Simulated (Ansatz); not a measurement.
# Beryllium, beta-Sn type under PBEsol: from relaxation to bulk modulus

What does PBEsol give for beryllium in the beta-Sn type structure? We relax it, solve it on a dense k-mesh, then scale the cell to 7 volumes from 88 to 112 % of the relaxed one and try a fit of the equation of state. Spin polarisation is left out. The k-meshes are 16×16×11 for the relaxation; 30×30×15 for the dense run; 20×20×10 for the volumes.

Method: DFT PBEsol, plane waves (420 eV) with PAW, scalar-relativistic; PBE-made PAW files, in Ansatz 0.2.0.

### 1 The starting structure

The structure is tetragonal, space group I4_1/amd (No. 141). Conventional cell: a = 3.966 Å, b = 3.966 Å, c = 2.166 Å, α = 90.00°, β = 90.00°, γ = 90.00°. Be (site symmetry -4m2) is surrounded by 6 Be at 2.06 to 2.17 Å.

Structure file:

```cif
data_structure
_symmetry_space_group_name_H-M 'I4_1/amd:1'
_symmetry_Int_Tables_number 141
_cell_length_a 3.9665
_cell_length_b 3.9665
_cell_length_c 2.1657
_cell_angle_alpha 90.000
_cell_angle_beta 90.000
_cell_angle_gamma 90.000
_cell_volume 34.07
loop_
_atom_site_label
_atom_site_type_symbol
_atom_site_symmetry_multiplicity
_atom_site_Wyckoff_symbol
_atom_site_fract_x
_atom_site_fract_y
_atom_site_fract_z
_atom_site_occupancy
Be1 Be 4 a 0.00000 0.00000 0.00000 1
```

### 2 Relaxing cell and atoms

Contents of input.yaml:

```yaml
crystal:
  lattice:
    - [-1.9832467563, 1.9832467563, 1.0828527289]
    - [1.9832467563, -1.9832467563, 1.0828527289]
    - [1.9832467563, 1.9832467563, -1.0828527289]
  atoms:
    - { symbol: Be, position: [0.0, 0.0, 0.0] }
    - { symbol: Be, position: [0.75, 0.25, 0.5] }
hamiltonian:
  xc: pbesol
  pseudopotentials:
    kind: paw
    azcp:
      Be: "pseudopotentials/Be.paw.azcp"
basis:
  ecutwfc: 420
  fft_grid_basis: typed
kpoints:
  mp_grid: { grid: [16, 16, 11], shift: [0, 0, 0] }
magnetization:
  spin_polarized: false
scf:
  occupations: { method: fermi_dirac, width: 0.1 }
relax:
  max_steps: 60
  f_tol: 0.01
  cell: {}
```

Further steps of the session: Dense single point; Volume × 0.88; Volume × 0.92; Volume × 0.96; Volume × 1.0; Volume × 1.04; Volume × 1.08; Volume × 1.12.

Before running it: what results should come out? Wanted: space group; conventional cell; volume; shortest distance; gap on the mesh; V₀, B₀, B₀′.

**Answer**, as computed:

| quantity | value |
| --- | --- |
| space group (spins left aside) | P6_3/mmc (No. 194) |
| conventional cell | a = 2.257 Å, c = 3.552 Å (c/a = 1.573) |
| volume | 7.838 Å³/atom |
| shortest distance | 2.203 Å |
| gap on the mesh | none (levels filled in part) |
| V₀, B₀, B₀′ | 7.840 Å³/atom, 124 GPa, 3.3 |

What this shows: The relaxation shrank the cell by 8.0 % in volume. The cell has left its prototype: it ends as hcp. What follows belongs to that structure, not to the type named at the start. The mesh has less symmetry than the lattice, which may have let the distortion in. Levels at the Fermi energy are filled in part, as in a metal. B₀ comes out at 124 GPa; letting shape and positions relax at each volume could only lower it.
